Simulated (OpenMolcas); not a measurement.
# BrF (bromine fluoride) at RI-MP2/3-21G (RICD fitting)

What is the energy change on altering one bond length of BrF (bromine fluoride) at RI-MP2/3-21G (RICD fitting)? 

The results are computed with OpenMolcas 26.06.

**1. Starting point**

The species is BrF (2 atoms), meant as a singlet with charge 0. As SMILES, `FBr`. Geometry: relaxed at GFN2-xTB.

Bond lengths: F1–Br2 1.800 Å.

**2. The energy at RI-MP2/3-21G (RICD fitting)**

job.inp reads:

```
&GATEWAY
 BasLib=$CurrDir
 Coord
 2
 bohr
 F      0.00000000     0.00000000     0.00000000
 Br     0.00000000     0.00000000     3.40139364
 Basis=3-21G
 Group=NoSym
 RICD

&SEWARD

&SCF
 PrOrbitals=0

&MBPT2
 Frozen=10
```

The basis set 3-21G is read from a file made from the Basis Set Exchange's data (not shown).

Started as:

```
$ export MOLCAS_MEM=1860
$ pymolcas job.inp > job.log
```

What it wrote:

```text
--- Start Module: gateway ---
[...]
--- Stop Module: gateway /rc=_RC_ALL_IS_WELL_ ---
[...]
      Basis functions           31
[...]
--- Start Module: scf ---
[...]
       Convergence after   9 Iterations
[...]
::    Total SCF energy                              -2658.8774599159
[...]
      Total spin, S                                     0.0000000000
[...]
      Total electronic charge=   44.000000
      Total            charge=   -0.000000
[...]
      Dipole Moment (debye):
      Origin of the operator (angstrom)=    0.0000    0.0000    1.4507
                   X=  2.2410E-15               Y=  3.8230E-16               Z=  1.9448E+00           Total=  1.9448E+00
      Quadrupole Moment (debye*angstrom):
[...]
--- Stop Module: scf /rc=_RC_ALL_IS_WELL_ ---
--- Start Module: mbpt2 ---
[...]
WARNING!
Default frozen orbitals as non valence orbitals is overwritten by user input.
Default values:  15
[...]
       Reference weight ( Cref**2 )         =        0.95609
::    Total MBPT2 energy                            -2659.0382738779
[...]
--- Stop Module: mbpt2 /rc=_RC_ALL_IS_WELL_ ---
[...]
```

It took 2.2 s on 1 thread of Intel Xeon Platinum 8259CL at 2.50GHz (Skylake/Cascade Lake), shared host; peak memory 0.091 GiB.

**3. The distorted shape, same level**

job.input reads:

```
&GATEWAY
 BASLIB=$CurrDir
 COORD
 2
 bohr
 F      0.00000000     0.00000000    -3.40143144
 Br     0.00000000     0.00000000     3.40139364
 BASIS=3-21G
 GROUP=NoSym
 RICD

&SEWARD

&SCF
 PRORBITALS=0

&MBPT2
 FROZEN=10
```

The basis set 3-21G is read from a file made from the Basis Set Exchange's data (not shown).

Started as:

```
$ export MOLCAS_MEM=1860
$ pymolcas job.input > job.log
```

What it wrote:

```text
--- Start Module: gateway ---
[...]
--- Stop Module: gateway /rc=_RC_ALL_IS_WELL_ ---
[...]
      Basis functions           31
[...]
--- Start Module: scf ---
[...]
       Convergence after  20 Iterations
[...]
::    Total SCF energy                              -2658.6063597763
[...]
      Total spin, S                                     0.0000000000
[...]
      Total electronic charge=   44.000000
      Total            charge=   -0.000000
[...]
      Dipole Moment (debye):
      Origin of the operator (angstrom)=    0.0000    0.0000    1.1015
                   X= -4.3104E-13               Y=  3.4589E-13               Z=  2.7304E+00           Total=  2.7304E+00
      Quadrupole Moment (debye*angstrom):
[...]
--- Stop Module: scf /rc=_RC_ALL_IS_WELL_ ---
--- Start Module: mbpt2 ---
[...]
WARNING!
Default frozen orbitals as non valence orbitals is overwritten by user input.
Default values:  15
[...]
       Reference weight ( Cref**2 )         =        0.52667
::    Total MBPT2 energy                            -2659.0094509311
[...]
--- Stop Module: mbpt2 /rc=_RC_ALL_IS_WELL_ ---
[...]
```

It took 2.4 s on 1 thread of Intel Xeon Platinum 8259CL at 2.50GHz (Skylake/Cascade Lake), shared host; peak memory 0.091 GiB.

**4. What came out**

Level: RI-MP2/3-21G (RICD fitting), 10 core orbitals frozen.

| quantity | value |
| --- | --- |
| first shape: total energy | -2659.03827 Eh |
| first shape: dipole moment (mean-field density) | 1.94 D |
| first shape: HOMO energy (Hartree–Fock orbitals) | -11.94 eV |
| first shape: LUMO energy (Hartree–Fock orbitals) | 1.76 eV |
| first shape: HOMO–LUMO gap (Hartree–Fock orbitals) | 13.70 eV |
| first shape: correlation energy (10 core orbitals frozen) | -160.8 mEh |
| distorted shape: total energy | -2659.00945 Eh |
| distorted shape: dipole moment (mean-field density) | 2.73 D |
| distorted shape: HOMO energy (Hartree–Fock orbitals) | -9.52 eV |
| distorted shape: LUMO energy (Hartree–Fock orbitals) | -5.69 eV |
| distorted shape: HOMO–LUMO gap (Hartree–Fock orbitals) | 3.83 eV |
| distorted shape: correlation energy (10 core orbitals frozen) | -403.1 mEh |
| energy change with the F1–Br2 bond stretched from 1.800 to 3.600 Å | 0.784 eV |

One bond (distorted shape) is far stretched, which a spin-restricted single reference describes badly; perturbation theory on it can break down and give far too much correlation. With the F1–Br2 bond stretched from 1.800 to 3.600 Å the energy rises by 0.78 eV (75.7 kJ/mol). The first shape isn't relaxed at this level, so the change isn't measured from a minimum. A restricted reference can't describe the breaking bond well at this length.
